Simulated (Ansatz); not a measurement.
# Al18HCl: the cost of one run

All numbers below are computed with Ansatz 0.2.0 (DFT PBE+D3(BJ), plane waves, PAW, scalar-relativistic, no spin polarisation).

**1. The system as given**

The cell holds 20 atoms (Al18ClH): a = 12.150 Å, b = 5.728 Å, c = 14.864 Å, α = 90.00°, β = 90.00°, γ = 90.00°.

As a file:

```
Al Cl H
1.0
    12.15000    0.00000    0.00000
     0.00000    5.72757    0.00000
     0.00000    0.00000   14.86378
Al Cl H
18 1 1
Direct
  0.00000 0.00000 0.06728
  0.33333 0.00000 0.06728
  0.66667 0.00000 0.06728
  0.00000 0.50000 0.06728
  0.33333 0.50000 0.06728
  0.66667 0.50000 0.06728
  0.16667 0.25000 0.16361
  0.50000 0.25000 0.16361
  0.83333 0.25000 0.16361
  0.16667 0.75000 0.16361
  0.50000 0.75000 0.16361
  0.83333 0.75000 0.16361
  0.00000 0.00000 0.25995
  0.33333 0.00000 0.25995
  0.66667 0.00000 0.25995
  0.00000 0.50000 0.25995
  0.33333 0.50000 0.25995
  0.66667 0.50000 0.25995
  0.16921 0.25830 0.40257
  0.26769 0.24234 0.43285
```

**2. Relaxing end A**

The input, input.yaml:

```yaml
crystal:
  lattice:
    - [12.15, 0.0, 0.0]
    - [0.0, 5.727565, 0.0]
    - [0.0, 0.0, 14.863782]
  atoms:
    - { symbol: Al, position: [0.0, 0.0, 0.0672776] }
    - { symbol: Al, position: [0.3333333, 0.0, 0.0672776] }
    - { symbol: Al, position: [0.6666667, 0.0, 0.0672776] }
    - { symbol: Al, position: [0.0, 0.5, 0.0672776] }
    - { symbol: Al, position: [0.3333333, 0.5, 0.0672776] }
    - { symbol: Al, position: [0.6666667, 0.5, 0.0672776] }
    - { symbol: Al, position: [0.1666667, 0.25, 0.1636119] }
    - { symbol: Al, position: [0.5, 0.25, 0.1636119] }
    - { symbol: Al, position: [0.8333333, 0.25, 0.1636119] }
    - { symbol: Al, position: [0.1666667, 0.75, 0.1636119] }
    - { symbol: Al, position: [0.5, 0.75, 0.1636119] }
    - { symbol: Al, position: [0.8333333, 0.75, 0.1636119] }
    - { symbol: Al, position: [0.0, 0.0, 0.2599461] }
    - { symbol: Al, position: [0.3333333, 0.0, 0.2599461] }
    - { symbol: Al, position: [0.6666667, 0.0, 0.2599461] }
    - { symbol: Al, position: [0.0, 0.5, 0.2599461] }
    - { symbol: Al, position: [0.3333333, 0.5, 0.2599461] }
    - { symbol: Al, position: [0.6666667, 0.5, 0.2599461] }
    - { symbol: Cl, position: [0.1692118, 0.2583039, 0.4025747] }
    - { symbol: H, position: [0.26769, 0.2423361, 0.4328496] }
basis:
  ecutwfc: 420.0
kpoints:
  mp_grid: { grid: [2, 4, 1] }
hamiltonian:
  xc: pbe
  dispersion: d3bj
  pseudopotentials: { kind: paw, azcp: { folder: soft_1 } }
scf:
  occupations: { method: gaussian, width: 0.05 }
  lower_state_search: "off"
relax:
  f_tol: 0.03
  max_steps: 60
  adjacent_minimum: "off"
  constraints: [{ sites: [0, 1, 2, 3, 4, 5] }]
output:
  write_density: true
  write_potential: true
  elf: true
  volumetric_format: npy
```

The run is started by

```sh
> ansatz run input.yaml --threads 2 --pin off --max-ram 5120MiB --backend cpu --events-out ev --progress --plain --runs-dir out
```

Q: Estimate wall time and peak memory on 2 threads of Intel Xeon Platinum 8259CL at 2.50GHz (Skylake/Cascade Lake), shared host.

About 2.5 min, with a peak of 1.3 GiB.
